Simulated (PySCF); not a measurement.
# CH8GeSSi2: electronic excitations

What electronic excitations should CH8GeSSi2 (`[SiH3][Ge@H]1[CH2][SiH2][S]1`) show?

Programs: PySCF 2.14.0, with density-fitted response routines of our own. Each step states its level of theory. These are calculated values for one molecule in the gas phase, unless marked as measured. Atoms count from 0, in the outputs and in this text.

### Step 1. The starting structure

13 atoms, charge 0, multiplicity 1; geometry from: GFN2-xTB.

Bonds of the start (Å): Si0–Ge1 2.37, Ge1–C2 2.01, C2–Si3 1.90, Si3–S4 2.15, S4–Ge1 2.27, Si0–H5 1.46, Si0–H6 1.46, Si0–H7 1.46, Ge1–H8 1.54, C2–H9 1.09, C2–H10 1.09, Si3–H11 1.46, Si3–H12 1.46.

### Step 2. Excited states and response: CAM-B3LYP/def2-SVPD

What the job is given:

```
{"job": {"kind": "uv", "xc": "CAM-B3LYP", "basis": "def2-SVPD", "nstates": 8, "ntriplets": 3}, "charge": 0, "multiplicity": 1}
Si    -2.466529     0.114446    -0.789546
Ge    -0.368425     0.779859     0.098867
C      0.827525    -0.531049     1.046814
Si     2.279770    -0.337673    -0.170411
S      1.255975     1.047779    -1.462374
H     -2.586915     0.506160    -2.190461
H     -2.575299    -1.341664    -0.674058
H     -3.533006     0.732389    -0.002587
H     -0.374809     2.080625     0.928016
H      1.070928    -0.252065     2.069179
H      0.425530    -1.542139     1.065843
H      2.578842    -1.550192    -0.923432
H      3.462025     0.294009     0.402677
```

With the program's defaults for keys left out, this is: TDDFT CAM-B3LYP/def2-SVPD, vertical, gas phase, core orbitals frozen in the response.

On the command line:

```bash
$ OMP_NUM_THREADS=1 python probes_run.py task.json out
```

The driver reads the jobs from task.json and runs them one after another.

Predict these results of the whole session: lowest singlet (CAM-B3LYP/def2-SVPD); brightest single state of those computed; lowest triplet.

The runs gave:

| quantity | value |
| --- | --- |
| lowest singlet (CAM-B3LYP/def2-SVPD) | 4.84 eV (256 nm), f = 0.011 |
| brightest single state of those computed | state 7, 6.70 eV, f = 0.041 |
| lowest triplet | 4.50 eV |

**Reading.** The lowest singlet, at 4.84 eV, is HOMO→LUMO 0.91 and is weak; of the 8 states computed, the strongest absorption comes from state 7 at 6.70 eV. The lowest triplet lies 0.34 eV below the lowest singlet (triplets in Tamm-Dancoff, singlets in full TDDFT).
